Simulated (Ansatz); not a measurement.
**AlClH3NO: molecular dynamics**

Purpose: to follow the molecule's vibrations and see whether its bonds hold. The start is relaxed first. Runs: 300 steps of 1 fs under a Langevin thermostat at 200 K.

All numbers below are computed with Ansatz 0.2.0 (RKS PBE/def2-SVP).

## Step 1: The system as given

Bond lengths: Al1–Cl2 2.230 Å, Al1–O3 1.780 Å, O3–H4 1.010 Å, Al1–N5 1.920 Å, N5–H6 1.060 Å, N5–H7 1.060 Å. Angles: Cl2–Al1–O3 120.0°, Cl2–Al1–N5 120.0°, O3–Al1–N5 120.0°, Al1–O3–H4 109.5°, Al1–N5–H6 120.0°, Al1–N5–H7 120.0°, H6–N5–H7 120.0°.

As a file:

```xyz
7

Al    0.0000    0.0000    0.0000
Cl    0.0000    0.0000    2.2300
O     1.5415    0.0000   -0.8900
H     1.8414   -0.9519   -1.0449
N    -1.6627    0.0000   -0.9600
H    -2.3316   -0.8164   -0.8614
H    -1.9118    0.8164   -1.5886
```

## Step 2: Relaxing the start

The input, input.yaml:

```yaml
crystal:
  periodic: [false, false, false]
  atoms:
    - { symbol: Al, position_ang: [0.0, 0.0, 0.0] }
    - { symbol: Cl, position_ang: [0.0, 0.0, 2.23] }
    - { symbol: O, position_ang: [1.5415, 0.0, -0.89] }
    - { symbol: H, position_ang: [1.8414, -0.9519, -1.0449] }
    - { symbol: "N", position_ang: [-1.6627, 0.0, -0.96] }
    - { symbol: H, position_ang: [-2.3316, -0.8164, -0.8614] }
    - { symbol: H, position_ang: [-1.9118, 0.8164, -1.5886] }
basis:
  gaussian: { orbitals: def2-SVP }
hamiltonian:
  xc: pbe
relax:
  f_tol: 0.02
  max_steps: 40
```

On the command line:

```console
$ ansatz run input.yaml --threads 1 --pin off --max-ram 2048MiB --backend cpu --events-out ev --progress --plain --runs-dir out
```

Further steps of the session: The run.

Q: Predict the outcome of this session. Wanted: relaxation of the start; temperature, first and last step; temperature, second half; potential energy, second half; bonds formed or broken.

**Answer**, as computed:

| quantity | value |
| --- | --- |
| relaxation of the start | 9 moves, 0.831 eV lower |
| length | 300 steps of 1 fs |
| temperature, first and last step | 171 and 173 K |
| temperature, second half | mean 167 K, from 81 to 278 K |
| potential energy, second half | +5 meV/atom from the start |
| bonds formed or broken | 0 |

In words: Against a set 200 K the second half averages 167 K with a spread of 41 K. No bond forms or breaks. A run of 300 fs with 7 atoms shows the motion but fixes no equilibrium value. The nuclei move classically, without zero-point motion, which matters most for hydrogen.
